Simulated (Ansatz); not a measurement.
# C₄H₁₂ClNOSeTi: small, medium and large basis sets

Aim: see how fast density functionals converge with the basis set for C₄H₁₂ClNOSeTi.

Program: Ansatz 0.2.0, Gaussian basis. Level of theory: one geometry, several basis sets. These are calculated values, not measurements.

The runs, in order: PBE0-D4/def2-SVP; ωB97M-V/def2-SVP; PBE0-D4/def2-QZVPP; ωB97M-V/def2-QZVPP; the functionals' def2-TZVPP values are taken from earlier runs.

## Step 1: The relaxed structure

The geometry comes from an earlier relaxation with PBE0-D4 in a triple-zeta def2 set; it is a stationary point, not always the lowest conformer.

21 atoms, charge 0, spin multiplicity 1.

Atoms are counted from 1 here; the program's logs count them from 0.

Bond lengths: C1–O2 1.392 Å, C1–H10 1.095 Å, C1–H11 1.094 Å, C1–H12 1.094 Å, O2–Ti3 1.758 Å, Ti3–Cl4 2.240 Å, Ti3–Se5 2.419 Å, Ti3–N7 1.849 Å, Se5–C6 1.966 Å, C6–H13 1.089 Å, C6–H14 1.089 Å, C6–H15 1.088 Å, N7–C8 1.439 Å, N7–C9 1.446 Å, C8–H16 1.098 Å, C8–H17 1.098 Å, C8–H18 1.090 Å, C9–H19 1.097 Å and more. Angles: O2–C1–H10 110.3°, O2–C1–H11 110.2°, O2–C1–H12 109.8°, H10–C1–H11 109.2°, H10–C1–H12 108.8°, H11–C1–H12 108.5°, C1–O2–Ti3 154.8°, O2–Ti3–Cl4 113.8°, O2–Ti3–Se5 107.6°, O2–Ti3–N7 109.0°, Cl4–Ti3–Se5 109.9°, Cl4–Ti3–N7 114.7°, Se5–Ti3–N7 101.0°, Ti3–Se5–C6 96.7°, Se5–C6–H13 107.1°, Se5–C6–H14 110.7°, Se5–C6–H15 109.7°, H13–C6–H14 109.2° and more.

## Step 2: PBE0-D4 in def2-SVP

The input, in.yaml:

```yaml
crystal:
  periodic: [false, false, false]
  atoms:
    - {symbol: C, position_ang: [0.885360, -1.599279, -2.260097]}
    - {symbol: O, position_ang: [0.057184, -1.152638, -1.233949]}
    - {symbol: Ti, position_ang: [-0.630677, 0.053074, -0.155472]}
    - {symbol: Cl, position_ang: [-2.772678, 0.540674, -0.595097]}
    - {symbol: Se, position_ang: [0.720612, 2.050700, -0.337957]}
    - {symbol: C, position_ang: [0.121602, 2.570319, -2.136912]}
    - {symbol: N, position_ang: [-0.292923, -0.440820, 1.593763]}
    - {symbol: C, position_ang: [0.538910, -1.502792, 2.095932]}
    - {symbol: C, position_ang: [-0.945314, 0.337183, 2.623786]}
    - {symbol: H, position_ang: [1.727812, -0.913104, -2.395437]}
    - {symbol: H, position_ang: [0.323304, -1.667230, -3.196448]}
    - {symbol: H, position_ang: [1.274770, -2.592148, -2.015469]}
    - {symbol: H, position_ang: [0.709098, 3.438151, -2.432263]}
    - {symbol: H, position_ang: [0.293456, 1.763071, -2.847006]}
    - {symbol: H, position_ang: [-0.935067, 2.828219, -2.111274]}
    - {symbol: H, position_ang: [-0.045643, -2.202582, 2.707386]}
    - {symbol: H, position_ang: [1.344476, -1.102176, 2.724677]}
    - {symbol: H, position_ang: [0.988298, -2.056133, 1.271428]}
    - {symbol: H, position_ang: [-0.205038, 0.813071, 3.278808]}
    - {symbol: H, position_ang: [-1.558077, 1.128816, 2.183731]}
    - {symbol: H, position_ang: [-1.599485, -0.294345, 3.237870]}
basis:
  gaussian: {orbitals: def2-SVP}
hamiltonian: {xc: pbe0, dispersion: d4}
output: {orbitals: {seedname: orbitals}}
```

Further steps of the session: ωB97M-V in def2-SVP; PBE0-D4 in def2-QZVPP; ωB97M-V in def2-QZVPP.

**Question.** What will the summary of the whole plan be? Wanted: PBE0-D4: double and triple zeta above quadruple; ωB97M-V: double and triple zeta above quadruple.

As calculated:

| quantity | value |
| --- | --- |
| PBE0-D4: double and triple zeta above quadruple | 26.78, 2.62 eV |
| ωB97M-V: double and triple zeta above quadruple | 27.01, 2.52 eV |

In words: PBE0-D4 gains 24.16 eV from double to triple zeta, then 2.62 eV more. Total energies overstate the basis error of differences, where much of it tends to cancel.
